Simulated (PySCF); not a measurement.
**A diatomic session: CaS−**

One table from this session's results is given with a row withheld; the runs are named, their logs left out.

Program: PySCF 2.14.0. Level of theory: Ca def2-SVPD, S def2-SVPD, no relativity. These are calculated values, not measurements.

2 further runs of the same task are left out: 2 set aside as unsound or not needed.

The first run:

The job is set up so:

```yaml
atoms: Ca, S
charge: -1
basis: Ca def2-SVPD, S def2-SVPD
Hamiltonian: no relativity
basis_functions: 54
electrons_treated: 37
masses_in_u: 39.9626, 31.9721
levels: PBE0, PBE, r²SCAN, B2PLYP, M06, TPSSh, CAM-B3LYP, HF, MP2, SCS-MP2, CCSD, CCSD(T)
grid: 80 radial by 434 angular points
occupations: held fixed by the projection of orbital angular momentum
dissociation_limit: Ca + S−, each in its ground configuration
starting_distance_in_angstrom: 2.675
values_of_2S_to_try: 1, 3
```

Started as:

```sh
OMP_NUM_THREADS=1 python dia.py task.json out
```

Among the steps run: Set-up; First curve: PBE0; Excited determinants; PBE; r²SCAN; B2PLYP (double hybrid); M06 (hybrid meta-GGA); TPSSh (hybrid meta-GGA); CAM-B3LYP; UHF; Correlated methods on the Hartree–Fock reference.

One of the session's tables, all rows but one given; the rest of the session is left out.

It belongs to the step «The curves together». Energy (eV) from each level's lowest point:

```
R (Å)    UHF  UHF-MP2  UHF-SCS-MP2  UHF-CCSD  UHF-CCSD(T)
2.075  1.427    1.376        1.410       n/a          n/a
2.172  0.720    0.708        0.730     0.727        0.751
2.268  0.292    0.300        0.313     0.310        0.330
2.341  0.109    0.121        0.129     0.127        0.142
2.413  0.018    0.028        0.031     0.030        0.038
2.485  0.000    0.000        0.000     0.000        0.000
2.582      ?        ?            ?         ?            ?
2.703  0.233    0.175        0.169     0.172        0.140
2.847  0.523    0.410        0.404     0.404        0.348
3.040  0.795    1.147        1.052       n/a          n/a
```

Q: Estimate the row for R (Å) = 2.582 from the others.

Worked estimate for «UHF». A straight line through the neighbours (2.485, 0.000) and (2.703, 0.233) gives 0.000 + (0.233 − 0.000) × (2.582 − 2.485) / (2.703 − 2.485) = 0.104; a parabola fitted to 4 rows on both sides gives 0.071.

As computed: UHF: 0.061; UHF-MP2: 0.040; UHF-SCS-MP2: 0.037; UHF-CCSD: 0.038; UHF-CCSD(T): 0.025. In «UHF» the line misses by +0.043 and the parabola by +0.010.
